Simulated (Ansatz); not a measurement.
# BLYP/def2-SVPD (core potential) run of InPH4O (SMILES O[PH][InH2])

Aim: the electronic atomisation energy of InPH4O at BLYP/def2-SVPD (core potential), from 5 runs. 

The results are computed with Ansatz 0.2.0.

53 further runs of the same task are left out: 53 set aside as unsound or not needed. Runs told in other sessions of the task aren't counted.

## 1. Starting point

The species is InPH4O (7 atoms), meant as a singlet with charge 0. SMILES: `O[PH][InH2]`. The coordinates come from a PBE0-D4/def2-TZVP relaxation. This is one conformer, not always the lowest.

Bond lengths: O1–P2 1.670 Å, P2–In3 2.503 Å, O1–H4 0.960 Å, P2–H5 1.430 Å, In3–H6 1.723 Å, In3–H7 1.728 Å. Angles: O1–P2–In3 100.9°, O1–P2–H5 100.1°, In3–P2–H5 92.3°, P2–O1–H4 109.0°, P2–In3–H6 120.5°, P2–In3–H7 117.4°, H6–In3–H7 122.0°.

## 2. A single-point energy at BLYP/def2-SVPD (core potential)

Contents of input.yaml:

```yaml
crystal:
  periodic: [false, false, false]
  atoms:
    - {symbol: O, position_ang: [-1.844500, 0.146900, 0.079200]}
    - {symbol: P, position_ang: [-0.622800, -0.370000, -0.935500]}
    - {symbol: In, position_ang: [1.396900, 0.365900, 0.345900]}
    - {symbol: H, position_ang: [-2.634300, 0.311800, -0.441900]}
    - {symbol: H, position_ang: [-0.483700, -1.722100, -0.492200]}
    - {symbol: H, position_ang: [1.278200, 1.623200, 1.518000]}
    - {symbol: H, position_ang: [2.910100, -0.355700, -0.073500]}
basis:
  gaussian:
    orbitals: def2-SVPD
hamiltonian:
  xc: {name: BLYP}
accuracy: high
output: {orbitals: {seedname: orbitals}}
```

The run is started by

```
$ ansatz run input.yaml --threads 1 --pin off --max-ram 3480MiB --events-out events.jsonl --progress --plain --runs-dir runs
```

The program printed:

```text
Warning: RAYON_NUM_THREADS=1 ignored (pool sized by the plan → 1); use --threads N
Functional definition: BLYP
  name "BLYP"
  parameter beta = 0.0042
  parameter a = 0.04918
  parameter b = 0.132
  parameter c = 0.2533
  parameter d = 0.349
  exchange = b88_x(beta = beta)
  correlation = lyp_c(a = a, b = b, c = c, d = d)
2372 factors; integrals over basis functions are off by at most 3.2e-9 eV
mean field evaluation 1: about -16561.3478 eV, gradient 5.9e1 eV
mean field evaluation 2: about -16463.6306 eV, gradient 1.7e2 eV
mean field evaluation 4: about -16567.2779 eV, gradient 1.4e1 eV
mean field evaluation 8: about -16568.1145 eV, gradient 4.6e-1 eV
mean field evaluation 16: about -16568.1152 eV, gradient 7.7e-5 eV
mean field -16568.11524106 eV, -608.8670048371 hartree, gradient 8.6e-8 eV, S^2 0.000000; 0 other end points of the search recorded, 0 dependent functions left out
reference -16568.11529710 eV, -608.8670068965 hartree; 24, 24 occupied and 87, 87 virtual orbitals, 2372 factors
Total energy: -16568.11529710 eV, -608.8670068965 hartree
```

It took 12 s on 1 thread of Arm Neoverse V1, shared host; peak memory 0.33 GiB.

## 3. The H atom

Contents of job.yaml:

```yaml
crystal:
  periodic: [false, false, false]
  atoms:
    - {symbol: H, position_ang: [0.000000, 0.000000, 0.000000]}
basis:
  gaussian:
    orbitals: def2-SVPD
magnetization:
  spin_polarized: true
  initial_magnetization: 1
hamiltonian:
  xc: {name: BLYP}
accuracy: high
```

Run the same way, it converges to -0.49640 Eh (log not shown).

## 4. The In atom, same level

Contents of in.yaml:

```yaml
crystal:
  periodic: [false, false, false]
  atoms:
    - symbol: In
      position_ang: [0.000000, 0.000000, 0.000000]
basis:
  gaussian: {orbitals: def2-SVPD}
total_charge: 0
magnetization: {spin_polarized: true, initial_magnetization: 1}
hamiltonian: {xc: {name: BLYP}}
accuracy: high
```

The run is started by

```
$ ansatz run in.yaml --threads 1 --pin off --max-ram 3480MiB --events-out events.jsonl --progress --plain --runs-dir runs
```

The program printed, cut to the lines that bear on the results:

```text
Warning: RAYON_NUM_THREADS=1 ignored (pool sized by the plan → 1); use --threads N
[... 9 set-up lines as earlier in the session ...]
297 factors; integrals over basis functions are off by at most 1.1e-9 eV
mean field evaluation 1: about -5172.1692 eV, gradient 2.7e0 eV
mean field evaluation 2: about -5172.2095 eV, gradient 1.1e0 eV
mean field evaluation 4: about -5172.2111 eV, gradient 2.2e-1 eV
mean field evaluation 8: about -5172.2113 eV, gradient 1.7e-5 eV
mean field evaluation 16: about -5172.1677 eV, gradient 1.9e0 eV
mean field evaluation 32: about -5172.2113 eV, gradient 9.7e-9 eV
mean field -5172.21133644 eV, -190.0752607635 hartree, gradient 9.8e-9 eV, S^2 0.751202; 1 other end points of the search recorded, 0 dependent functions left out
reference -5172.21136596 eV, -190.0752618483 hartree; 11, 10 occupied and 21, 22 virtual orbitals, 297 factors
Total energy: -5172.21136596 eV, -190.0752618483 hartree
```

It took 2.6 s on 1 thread of Arm Neoverse V1, shared host; peak memory 0.11 GiB.

## 5. The O atom, same level

Contents of job.yaml:

```yaml
crystal:
  periodic: [false, false, false]
  atoms:
    - {symbol: O, position_ang: [0.000000, 0.000000, 0.000000]}
basis:
  gaussian: {orbitals: def2-SVPD}
magnetization: {spin_polarized: true, initial_magnetization: 2}
hamiltonian: {xc: {name: BLYP}}
accuracy: high
```

Run the same way, it converges to -74.99867 Eh (log not shown).

## 6. The P atom at the same level

Contents of run.yaml:

```yaml
crystal:
  periodic: [false, false, false]
  atoms:
    - {symbol: P, position_ang: [0.000000, 0.000000, 0.000000]}
basis:
  gaussian:
    orbitals: def2-SVPD
hamiltonian:
  xc: {name: BLYP}
magnetization:
  spin_polarized: true
  initial_magnetization: 3
accuracy: high
```

Run the same way, it converges to -341.14890 Eh (log not shown).

## 7. Summary of results

Level: BLYP/def2-SVPD (core potential).

```
                     quantity          value
       molecule: total energy  -608.86701 Eh
        molecule: HOMO energy       -5.43 eV
        molecule: LUMO energy       -2.50 eV
      molecule: HOMO–LUMO gap        2.93 eV
         H atom: total energy    -0.49640 Eh
                 H atom: ⟨S²⟩          0.750
        In atom: total energy  -190.07526 Eh
                In atom: ⟨S²⟩          0.751
         O atom: total energy   -74.99867 Eh
                 O atom: ⟨S²⟩          2.003
         P atom: total energy  -341.14890 Eh
                 P atom: ⟨S²⟩          3.751
electronic atomisation energy      17.920 eV
```

In words: Taking the molecule apart into free atoms costs 17.92 eV (413 kcal/mol), before zero-point energy and without spin-orbit coupling.
